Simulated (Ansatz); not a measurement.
# Sn4P: the cost of one run

Program: Ansatz 0.2.0. Level of theory: DFT PBE, scalar-relativistic, plane waves, PAW, unless a step names another level. These are calculated values, not measurements.

1 further run of the same task is left out (it didn't finish). Runs told in other sessions of the task aren't counted.

## (1) Starting point

The structure is trigonal, space group P-3m1 (No. 164). Conventional cell: a = 4.083 Å, b = 4.083 Å, c = 9.339 Å, α = 90.00°, β = 90.00°, γ = 120.00°. Sn (site symmetry 3m) has 3 P at 2.82 Å and 3 Sn at 3.23 Å in its first shell of neighbours. Sn (site symmetry 3m) is surrounded by 6 Sn at 2.99 to 3.23 Å. Around P (site symmetry -3m) lie 6 Sn at 2.82 Å.

Coordinates:

```cif
data_structure
_symmetry_space_group_name_H-M 'P 1'
_symmetry_Int_Tables_number 1
_cell_length_a 4.0826
_cell_length_b 4.0826
_cell_length_c 9.3395
_cell_angle_alpha 90.000
_cell_angle_beta 90.000
_cell_angle_gamma 120.000
_cell_volume 134.81
loop_
_atom_site_label
_atom_site_type_symbol
_atom_site_fract_x
_atom_site_fract_y
_atom_site_fract_z
_atom_site_occupancy
Sn1 Sn 0.33333 0.66667 0.83394 1
Sn2 Sn 0.33333 0.66667 0.40179 1
Sn3 Sn 0.66667 0.33333 0.16606 1
Sn4 Sn 0.66667 0.33333 0.59821 1
P1 P 0.00000 0.00000 0.00000 1
```

It is the end of an earlier relaxation with the same method, from a database cell with other species swapped in; it needn't be the stable form of this composition. At a tolerance of 0.05 Å it has space group P-3m1 (No. 164); it has 26.96 Å³/atom, an uncorrected energy of +0.05 eV/atom over the elements and, on its mesh, gap none (metal).

## (2) Elastic constants, atoms relaxed

The input, input.yaml:

```yaml
crystal:
  lattice:
    - [4.073614054, 0.0, 0.0]
    - [-2.036807027, 3.527853256, 0.0]
    - [0.0, 0.0, 9.381086123]
  atoms:
    - { symbol: Sn, position: [0.3333333333, 0.6666666667, 0.8339504644] }
    - { symbol: Sn, position: [0.3333333333, 0.6666666667, 0.4010469435] }
    - { symbol: Sn, position: [0.6666666667, 0.3333333333, 0.1660495356] }
    - { symbol: Sn, position: [0.6666666667, 0.3333333333, 0.5989530565] }
    - { symbol: P, position: [0.0, 0.0, 0.0] }
basis:
  ecutwfc: 420
kpoints:
  mp_grid: { grid: [12, 12, 4] }
hamiltonian:
  xc: pbe
scf:
  occupations: { method: fermi_dirac, width: 0.15 }
output:
  forces: true
  stress: true
  eigenvalues: true
elastic:
  mode: relaxed_ion
  amplitude: 0.005
  stencil: two_point
```

Launch:

```
$ ansatz run input.yaml --threads 1 --pin off --max-ram 2560MiB --backend cpu --events-out ev --progress --plain --runs-dir out
```

Q: Estimate wall time and peak memory on 1 thread of Intel Xeon 6975P-C (Granite Rapids), shared host.

About 10 min, with a peak of 0.98 GiB.
